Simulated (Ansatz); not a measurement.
# CCSDT(Q)/3-21G run of SiH4 (silane)

Aim: the electronic atomisation energy of SiH4 (silane) at CCSDT(Q)/3-21G, from 3 runs. 

Program for the calculation: Ansatz 0.2.0.

53 further runs of the same task are left out: 2 that didn't finish, 51 set aside as unsound or not needed.

## 1. The system as given

The species is SiH4 (5 atoms), meant as a singlet with charge 0. As SMILES, `[SiH4]`. The coordinates come from a PBE0-D4/def2-TZVP relaxation.

Bond lengths: Si1–H2 1.485 Å, Si1–H3 1.485 Å, Si1–H4 1.485 Å, Si1–H5 1.485 Å. Angles: H2–Si1–H3 109.5°, H2–Si1–H4 109.5°, H2–Si1–H5 109.5°, H3–Si1–H4 109.5°, H3–Si1–H5 109.5°, H4–Si1–H5 109.5°.

## 2. A single-point energy at CCSDT(Q)/3-21G

Input file job.yaml:

```yaml
crystal:
  periodic: [false, false, false]
  atoms:
    - {symbol: Si, position_ang: [-0.000000, 0.000000, -0.000100]}
    - {symbol: H, position_ang: [0.967600, -0.688400, 0.890900]}
    - {symbol: H, position_ang: [-1.331000, 0.044900, 0.656000]}
    - {symbol: H, position_ang: [-0.105100, -0.740300, -1.282600]}
    - {symbol: H, position_ang: [0.468500, 1.383800, -0.264200]}
basis:
  gaussian:
    orbitals: 3-21G.json
correlation:
  method: ccsdt_q
  frozen_orbitals: {H: 0, Si: 5}
accuracy: high
scf:
  omitted_lower_state_checks: [cluster_reference, increment]
```

The basis set 3-21G is read from a file made from the Basis Set Exchange's data (not shown).

On the command line:

```sh
$ ansatz run job.yaml --threads 1 --pin off --max-ram 2610MiB --events-out events.jsonl --progress --plain --runs-dir runs
```

Log (excerpt; [...] marks lines left out):

```text
Warning: RAYON_NUM_THREADS=1 ignored (pool sized by the plan → 1); use --threads N
Functional definition: HF
  name "HF"
[...]
426 factors; integrals over basis functions are off by at most 2.7e-9 eV
[...]
mean field -7882.78420385 eV, -289.6869763486 hartree, gradient 2.9e-8 eV, S^2 0.000000; 0 other end points of the search recorded, 0 dependent functions left out
5 core orbitals not correlated: weight in the atoms' cores, before any rotation towards them, 1.000 or more for the frozen orbitals, at most 0.000 for the correlated occupied ones
reference -7882.78420385 eV, -289.6869763486 hartree; 4, 4 occupied and 12, 12 virtual orbitals, 426 factors
second order -1.71923759 eV of doubles, -0.00000000 eV of singles
cycle   1  -2.14425942 eV  change   -4.3e-1 eV  update   5.3e-2
[...]
cycle  17  -2.38377095 eV  change  -6.9e-10 eV  update  3.4e-10
perturbative correction -0.00068412 eV, -0.0000251410 hartree
Total energy: -7885.16865893 eV, -289.7746034562 hartree
Checks for a lower state left out: cluster_reference, increment
```

Wall time 0.32 s (1 thread of Arm Neoverse V1, shared host).

## 3. The H atom: the energy at UHF/3-21G

Input file molecule.yaml:

```yaml
crystal:
  periodic: [false, false, false]
  atoms:
    - symbol: H
      position_ang: [0.000000, 0.000000, 0.000000]
basis:
  gaussian: {orbitals: 3-21G.json}
magnetization: {spin_polarized: true, initial_magnetization: 1}
hamiltonian: {xc: hf}
accuracy: high
```

The basis set 3-21G is read from a file made from the Basis Set Exchange's data (not shown).

Run the same way, it converges to -0.49620 Eh (log not shown).

## 4. The Si atom

Input file molecule.yaml:

```yaml
crystal:
  periodic: [false, false, false]
  atoms:
    - {symbol: Si, position_ang: [0.000000, 0.000000, 0.000000]}
basis:
  gaussian:
    orbitals: 3-21G.json
magnetization:
  spin_polarized: true
  initial_magnetization: 2
correlation:
  method: ccsdt_q
  frozen_orbitals: {Si: 5}
accuracy: high
scf:
  omitted_lower_state_checks: [cluster_reference, increment]
```

The basis set 3-21G is read from a file made from the Basis Set Exchange's data (not shown).

Run the same way, it converges to -287.36860 Eh (log not shown).

## 5. Results

Level: CCSDT(Q)/3-21G, 5 core orbitals frozen.

| quantity | value |
| --- | --- |
| molecule: total energy | -289.77460 Eh |
| molecule: correlation energy (5 core orbitals frozen) | -87.6 mEh |
| molecule: T1 diagnostic | 0.008 |
| H atom: total energy | -0.49620 Eh |
| H atom: ⟨S²⟩ | 0.750 |
| Si atom: total energy | -287.36860 Eh |
| Si atom: correlation energy (5 core orbitals frozen) | -24.2 mEh |
| Si atom: ⟨S²⟩ of the reference determinant | 2.000 |
| Si atom: T1 diagnostic | 0.004 |
| electronic atomisation energy | 11.462 eV |

**Reading.** Taking the molecule apart into free atoms costs 11.46 eV (264 kcal/mol), before zero-point energy and without spin-orbit coupling. The basis has no polarisation functions, which makes bonds too weak.
